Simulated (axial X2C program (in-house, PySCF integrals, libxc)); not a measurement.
# TiC: properties at the nuclei

Aim: properties at the nuclei of TiC, with spin–orbit coupling in the Hamiltonian from the start.

Program: an in-house X2C program for linear molecules on PySCF integrals. Level of theory: two-component X2C with atomic mean-field terms, Ti dyall-acv3z, C dyall-av3z. These are calculated values, not measurements.

## Step 1: The job

task.json reads:

```json
{"zs": [22, 6], "q": 0, "bas": ["dyall-acv3z", "dyall-av3z"], "r0": 1.84, "levels": ["PBE0", "HF", "B3LYP"], "nst": 1, "ff": 1, "thr": -3.5, "nmax": 130, "opt": {"ecut": 60}}
```

Keys: zs atomic numbers; q charge; bas basis sets; r0 starting distance in Å; levels methods (HF also brings MP2); nst determinants followed; ff finite-field run; thr threshold in hartree for freezing inner shells (an s shell follows its p shell); nmax most natural virtual spinors; ecut virtual cutoff in hartree.

Run with:

```sh
python soeom.py task.json out
```

The runs that follow: Expectation values, lowest determinant; Finite-field coupled cluster.

What does the calculation give? Wanted: lowest determinant; Eeff magnitude; Ws magnitude Ti; A∥/gI Ti; qzz Ti (for each run or level that gives them).

**Answer**, as computed:

```
                       quantity                                      value
             lowest determinant  Ω = 1 (excess of +ω over −ω: 2 × ω = 1/2)
   Eeff magnitude (GV/cm), PBE0                                      0.326
    Ws magnitude Ti (kHz), PBE0                                      0.116
           A∥/gI Ti (MHz), PBE0                                        949
            qzz Ti (a.u.), PBE0                                      -1.64
Eeff magnitude (GV/cm), CCSD(T)                                      0.371
 Ws magnitude Ti (kHz), CCSD(T)                                      0.132
        A∥/gI Ti (MHz), CCSD(T)                                        930
         qzz Ti (a.u.), CCSD(T)                                      -1.63
```

What this shows: In the first state, the effective field runs from 0.325 to 0.362 GV/cm over the mean-field levels. The expectation values come from single determinants, which for open shells can mix terms of unlike spin or miss the lowest Ω, so a determinant need not be a state. Eeff is the effective electric field on the electron dipole moment in this Ω state and Ws the scalar–pseudoscalar constant (defined with the proton number Z and per Ω); A∥ is the parallel hyperfine constant, which follows by multiplying with the nuclear g factor gI = μI/(I μN); qzz is the electric field gradient, eQq0 = 234.96 MHz × Q/barn × qzz; μ is positive if C is the positive end. The operators were transformed with the bare-nucleus X2C matrices. Correlation of the inner shells is missing, which matters for properties at the nucleus.
